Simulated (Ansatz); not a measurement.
# C5H13FInN: a ladder of functionals and wavefunction methods

The task here is to estimate one member of a computed series from the others.

Program: Ansatz 0.2.0, Gaussian basis. Level of theory: functionals in def2-TZVPP, the program's frozen cores in correlated methods. These are calculated values, not measurements.

The runs, in order: LDA (SPW92), PBE-D4, revPBE-D4, BLYP-D4, r2SCAN-D4, B97M-V, PBE0-D4, B3LYP-D4, r2SCANh-D4, r2SCAN0-D4, HSE06-D4, BHLYP-D4, CAM-B3LYP-D4, LC-ωPBE, ωB97X-V, ωB97M-V, B2PLYP, PBE-QIDH; CCSD(T)/def2-SVP.

### The relaxed structure

An earlier PBE0-D4 in a triple-zeta def2 set relaxation fixed the geometry. In takes the def2 core potential; no spin-orbit term is included.

SMILES `C[CH](C)[In]([F])[N](C)C`, 21 atoms, charge 0, spin multiplicity 1.

Atoms are counted from 1 here; the program's logs count them from 0.

Bond lengths: C1–C2 1.522 Å, C1–H9 1.093 Å, C1–H10 1.097 Å, C1–H11 1.093 Å, C2–C3 1.523 Å, C2–In4 2.152 Å, C2–H12 1.093 Å, C3–H13 1.093 Å, C3–H14 1.097 Å, C3–H15 1.093 Å, In4–F5 1.981 Å, In4–N6 1.998 Å, N6–C7 1.440 Å, N6–C8 1.437 Å, C7–H16 1.101 Å, C7–H17 1.091 Å, C7–H18 1.101 Å, C8–H19 1.101 Å and more. Angles: C2–C1–H9 111.6°, C2–C1–H10 110.0°, C2–C1–H11 112.6°, H9–C1–H10 107.3°, H9–C1–H11 107.8°, H10–C1–H11 107.4°, C1–C2–C3 111.7°, C1–C2–In4 109.6°, C1–C2–H12 109.5°, C3–C2–In4 109.8°, C3–C2–H12 109.4°, In4–C2–H12 106.6°, C2–C3–H13 112.6°, C2–C3–H14 110.0°, C2–C3–H15 111.7°, H13–C3–H14 107.3°, H13–C3–H15 107.8°, H14–C3–H15 107.1° and more.

Set-up of the first run:

File in.yaml:

```yaml
crystal:
  periodic: [false, false, false]
  atoms:
    - {symbol: C, position_ang: [1.327984, -1.766415, -1.945454]}
    - {symbol: C, position_ang: [1.514566, -1.017961, -0.633081]}
    - {symbol: C, position_ang: [2.809449, -0.216816, -0.620644]}
    - {symbol: In, position_ang: [-0.158849, 0.295664, -0.305525]}
    - {symbol: F, position_ang: [-0.437235, 1.544683, -1.817376]}
    - {symbol: N, position_ang: [-1.595882, 0.765987, 1.000394]}
    - {symbol: C, position_ang: [-2.542586, 1.817986, 0.734133]}
    - {symbol: C, position_ang: [-1.797875, 0.119079, 2.267343]}
    - {symbol: H, position_ang: [1.241994, -1.080273, -2.791898]}
    - {symbol: H, position_ang: [2.194679, -2.411648, -2.135345]}
    - {symbol: H, position_ang: [0.440930, -2.404642, -1.942381]}
    - {symbol: H, position_ang: [1.520166, -1.730068, 0.196484]}
    - {symbol: H, position_ang: [2.990123, 0.276127, 0.337813]}
    - {symbol: H, position_ang: [3.662093, -0.879596, -0.813352]}
    - {symbol: H, position_ang: [2.816246, 0.551039, -1.398701]}
    - {symbol: H, position_ang: [-3.576105, 1.438556, 0.729712]}
    - {symbol: H, position_ang: [-2.346268, 2.274681, -0.237354]}
    - {symbol: H, position_ang: [-2.491716, 2.608542, 1.498662]}
    - {symbol: H, position_ang: [-2.796349, -0.340239, 2.337183]}
    - {symbol: H, position_ang: [-1.062067, -0.672475, 2.433238]}
    - {symbol: H, position_ang: [-1.713319, 0.827767, 3.106149]}
basis:
  gaussian: {orbitals: def2-TZVPP}
hamiltonian: {xc: lda}
output: {orbitals: {seedname: orbitals}}
```

Steps of the session up to this table: LDA; PBE-D4 (GGA); revPBE-D4 (GGA); BLYP-D4 (GGA); r2SCAN-D4 (meta-GGA); B97M-V (meta-GGA); PBE0-D4 (hybrid); B3LYP-D4 (hybrid); r2SCANh-D4 (hybrid); r2SCAN0-D4 (hybrid); HSE06-D4 (hybrid); BHLYP-D4 (hybrid); CAM-B3LYP-D4 (range-separated); LC-ωPBE (range-separated); ωB97X-V (range-separated); ωB97M-V (range-separated); B2PLYP (double hybrid); PBE-QIDH (double hybrid).

One table of the session follows, with a row left open; its other results are not shown here.

It belongs to the step «Frontier levels by functional». 

| functional | HOMO (eV) | gap (eV) |
| --- | --- | --- |
| LDA (SPW92) | -4.98 | 3.08 |
| PBE-D4 | -4.82 | 3.18 |
| revPBE-D4 | -4.75 | 3.24 |
| BLYP-D4 | -4.73 | 3.14 |
| r2SCAN-D4 | -5.02 | 3.62 |
| B97M-V | -5.14 | 3.52 |
| PBE0-D4 | -6.04 | 5.28 |
| B3LYP-D4 | -5.86 | 4.79 |
| r2SCANh-D4 | -5.48 | 4.39 |
| r2SCAN0-D4 | -6.19 | 5.56 |
| HSE06-D4 | -5.64 | 4.51 |
| BHLYP-D4 | -7.23 | 7.17 |
| CAM-B3LYP-D4 | -7.41 | 7.53 |
| LC-ωPBE | ? | ? |
| ωB97X-V | -8.40 | 9.43 |
| ωB97M-V | -8.33 | 8.98 |

**Question.** Estimate the row for LC-ωPBE.

The run gave: HOMO (eV): -8.72; gap (eV): 9.93. In the column «HOMO (eV)» it is the lowest.
